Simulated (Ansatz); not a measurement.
Working through a short molecular-dynamics run of HgPt₃, space group Pm-3m

Computed with Ansatz 0.2.0, Python API.

Notebook, run cell by cell (the value of a cell's last expression is shown):

In [1]:
```python
import ansatz as az
from ase import Atoms
from ase.neighborlist import neighbor_list
import numpy as np
```

In [2]:
```python
XC = "r2SCAN"
CUTOFF = 300
KMESH = (1, 2, 2)
FILLING = "fermi_dirac"
SMEARING_WIDTH = 0.02
TOLERANCE = 1e-06
EXTRA_BANDS = 4
N_STEPS = 15
TEMPERATURE_K = 500
```

In [3]:
```python
crystal = (
    az.Lattice.from_parameters(4.07257, 4.07257, 4.07257, alpha=90.0, beta=90.0, gamma=90.0)
    .atom("Hg", [0.0, 0.0, 0.0])
    .atom("Pt", [0.0, 0.5, 0.5])
    .atom("Pt", [0.5, 0.5, 0.0])
    .atom("Pt", [0.5, 0.0, 0.5])
)

[site.symbol for site in crystal.resolved().sites]
```
Out [3]:
```text
['Hg', 'Pt', 'Pt', 'Pt']
```

In [4]:
```python
# a coarse mesh keeps each step cheap
calc = (
    crystal.supercell(2, 1, 1).calculation()
    .functional(XC)
    .basis(CUTOFF)
    .kpoints(mesh=KMESH, shift=0.5)
    .occupations(FILLING, width=SMEARING_WIDTH)
    .scf(tolerance=TOLERANCE, extra_bands=EXTRA_BANDS)
    .md("nvt_nose_hoover", timestep=1.0, steps=N_STEPS, temperature=TEMPERATURE_K, thermostat_time=100, initial_velocities="maxwell_boltzmann", seed=595)
)
steps = []
```

In [5]:
```python
def follow(event):
    if event["event"] != "md_step":
        return
    row = event["data"]
    steps.append(row)
    print(f"t = {row['time_fs']:6.1f} fs  E_pot = {row['lagrangian_ev']:.4f} eV  E_kin = {row['e_kin_ev']:.4f} eV  T = {row['temperature_k']:7.1f} K")


res = calc.session().plan(threads=1).execute(on_event=follow)
data = res.report

[(site.symbol, site.position_frac.round(4).tolist()) for site in res.lattice.sites]
```
```text
DeckWarning: md: disabling space-group detection — thermal motion breaks the input geometry's symmetry, so no spatial operation reduces the k-mesh or symmetrises the density; time reversal is kept, so that k and −k are solved as one point where they differ and the mesh holds both, and exact exchange and, on two spinor components, a DFT+U term hold to it where the run has them: on two components [...]
DeckWarning: basis.ecutwfc = 300 eV is below the records' recommended 500 eV, and the density's cutoff is lower with it unless basis.ecutrho_ratio is high enough to keep the records' density cutoff: compare with a run at a higher cutoff
DeckWarning: scf.convergence.dr2_threshold = 1e-6 eV is looser than this run's default, which is 1e-7 eV or tighter. The error in the forces grows as the threshold's square root, so leave the key out unless less accurate forces are enough
t =    0.0 fs  E_pot = -102875.4470 eV  E_kin = 0.4524 eV  T =   500.0 K
t =    1.0 fs  E_pot = -102875.4468 eV  E_kin = 0.4523 eV  T =   499.8 K
t =    2.0 fs  E_pot = -102875.4464 eV  E_kin = 0.4518 eV  T =   499.3 K
t =    3.0 fs  E_pot = -102875.4456 eV  E_kin = 0.4510 eV  T =   498.5 K
t =    4.0 fs  E_pot = -102875.4445 eV  E_kin = 0.4499 eV  T =   497.3 K
t =    5.0 fs  E_pot = -102875.4431 eV  E_kin = 0.4486 eV  T =   495.7 K
t =    6.0 fs  E_pot = -102875.4414 eV  E_kin = 0.4469 eV  T =   493.9 K
t =    7.0 fs  E_pot = -102875.4394 eV  E_kin = 0.4449 eV  T =   491.7 K
t =    8.0 fs  E_pot = -102875.4371 eV  E_kin = 0.4426 eV  T =   489.1 K
t =    9.0 fs  E_pot = -102875.4345 eV  E_kin = 0.4400 eV  T =   486.3 K
t =   10.0 fs  E_pot = -102875.4316 eV  E_kin = 0.4371 eV  T =   483.1 K
t =   11.0 fs  E_pot = -102875.4285 eV  E_kin = 0.4339 eV  T =   479.6 K
t =   12.0 fs  E_pot = -102875.4250 eV  E_kin = 0.4305 eV  T =   475.8 K
t =   13.0 fs  E_pot = -102875.4212 eV  E_kin = 0.4267 eV  T =   471.6 K
t =   14.0 fs  E_pot = -102875.4172 eV  E_kin = 0.4227 eV  T =   467.2 K
t =   15.0 fs  E_pot = -102875.4129 eV  E_kin = 0.4185 eV  T =   462.5 K
```
Out [5]:
```text
[(<Element.HG: 'Hg'>, [-0.0003, 0.0041, 0.0031]), (<Element.PT: 'Pt'>, [0.002, 0.503, 0.5022]),
 (<Element.PT: 'Pt'>, [0.2522, 0.4949, 0.0022]), (<Element.PT: 'Pt'>, [0.2521, -0.009, 0.4966]),
 (<Element.HG: 'Hg'>, [0.5006, -0.0085, 0.0048]), (<Element.PT: 'Pt'>, [0.4956, 0.5013, 0.4965]),
 (<Element.PT: 'Pt'>, [0.7504, 0.5031, -0.0017]), (<Element.PT: 'Pt'>, [0.7474, 0.0111, 0.4959])]
```

In [6]:
```python
type(res).__name__, type(data).__name__
```
Out [6]:
```text
('RunOutcome', 'dict')
```

In [7]:
```python
data["converged"], data["free_energy_ev"]
```
Out [7]:
```text
(True, -102875.4129197151)
```

In [8]:
```python
temperature = np.array([s["temperature_k"] for s in steps])
print(f"mean temperature of the second half {temperature[len(steps) // 2 :].mean():.1f} K")

symbols = [site.symbol for site in res.lattice.sites]
pairs = np.concatenate([neighbor_list("d", Atoms(symbols, positions=s["positions_ang"], cell=res.lattice.cell_ang, pbc=True), 4.5) for s in steps[len(steps) // 2 :]])
counts, edges = np.histogram(pairs, bins=np.arange(0.5, 4.51, 0.25))
for low, count in zip(edges, counts / (len(symbols) * len(steps[len(steps) // 2 :]))):
    print(f"{low:4.2f}-{low + 0.25:4.2f} A  {count:6.2f} neighbours an atom")
```
```text
mean temperature of the second half 476.9 K
0.50-0.75 A    0.00 neighbours an atom
0.75-1.00 A    0.00 neighbours an atom
1.00-1.25 A    0.00 neighbours an atom
1.25-1.50 A    0.00 neighbours an atom
1.50-1.75 A    0.00 neighbours an atom
1.75-2.00 A    0.00 neighbours an atom
2.00-2.25 A    0.00 neighbours an atom
2.25-2.50 A    0.00 neighbours an atom
2.50-2.75 A    0.00 neighbours an atom
2.75-3.00 A   12.00 neighbours an atom
3.00-3.25 A    0.00 neighbours an atom
3.25-3.50 A    0.00 neighbours an atom
3.50-3.75 A    0.00 neighbours an atom
3.75-4.00 A    0.00 neighbours an atom
4.00-4.25 A    6.00 neighbours an atom
4.25-4.50 A    0.00 neighbours an atom
```

In [9]:
```python
kept = np.array([s["conserved_ev"] for s in steps], float)
print(f"conserved quantity (thermostat and barostat terms included) drifts by {1000 * (kept[-1] - kept[0]) / len(res.lattice.sites):+.3f} meV/atom")
```
```text
conserved quantity (thermostat and barostat terms included) drifts by +0.001 meV/atom
```

In [10]:
```python
track = np.array([s["positions_ang"] for s in steps])
names = np.array([site.symbol for site in res.lattice.sites])
for name in sorted(set(names)):
    msd = ((track[:, names == name] - track[0, names == name]) ** 2).sum(axis=2).mean(axis=1)
    print(f"mean square displacement of {name} (A^2):", np.round(msd[:: max(len(msd) // 6, 1)], 4))
```
```text
mean square displacement of Hg (A^2): [0.     0.     0.0001 0.0002 0.0003 0.0005 0.0007 0.0009]
mean square displacement of Pt (A^2): [0.     0.     0.0001 0.0002 0.0004 0.0006 0.0008 0.0011]
```

Notes:
- These settings explore the input space; cutoff and mesh may be short of convergence.
- The cutoff lies under the one recommended for these potentials.
- Energy and stress may still move on a finer k-point mesh.
- Spin-orbit coupling, which matters for elements this heavy, is left out.
- This cell is a computed structure, which may not be the phase found in nature.
- Warnings are shown shortened and without file and line.
- A small cell, a coarse mesh and a very short run: it shows the set-up and gives no equilibrium averages.
- The whole script took 54 s on 1 thread of Arm Neoverse V1, on a shared host, peak memory 0.53 GiB.
